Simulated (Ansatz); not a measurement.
WAu:

```
CELL_PARAMETERS angstrom
0.00000 2.90921 2.90921
2.90921 0.00000 2.90921
2.90921 2.90921 0.00000
ATOMIC_POSITIONS crystal
W 0.00000 0.00000 0.00000
Au 0.75000 0.75000 0.75000
```

The cell was built by a generator and needn't be a form met in nature.

Base run:

* Program: Ansatz 0.2.0
* Functional: LDA
* Potentials or basis: Ansatz PAW
* Cutoff: 420 eV (not typed: the program's choice for these potentials)
* k mesh: 8 × 8 × 8
* Occupations: fermi-dirac, width 0.05 eV
* Spin: no spin polarisation
* Hubbard terms: Au d U = 2 eV, W d U = 2 eV

Its results: band gap on the k mesh none (metal or under the smearing width); pressure -6.2 GPa.

Problem. The run is repeated on the same cell with these changes: hubbard terms from Au d U = 2 eV, W d U = 2 eV to Au d U = 6 eV, W d U = 6 eV. What comes out?

Solution. Band gap on the k mesh none (metal or under the smearing width); pressure 12.9 GPa.

Caveats: U without spin polarisation on a metal has little footing; the PAW data sets come from PBE, with cores solved anew for the run's functional, which leaves a small shift of forces and pressure; the U is typed as a test and isn't derived for this compound.
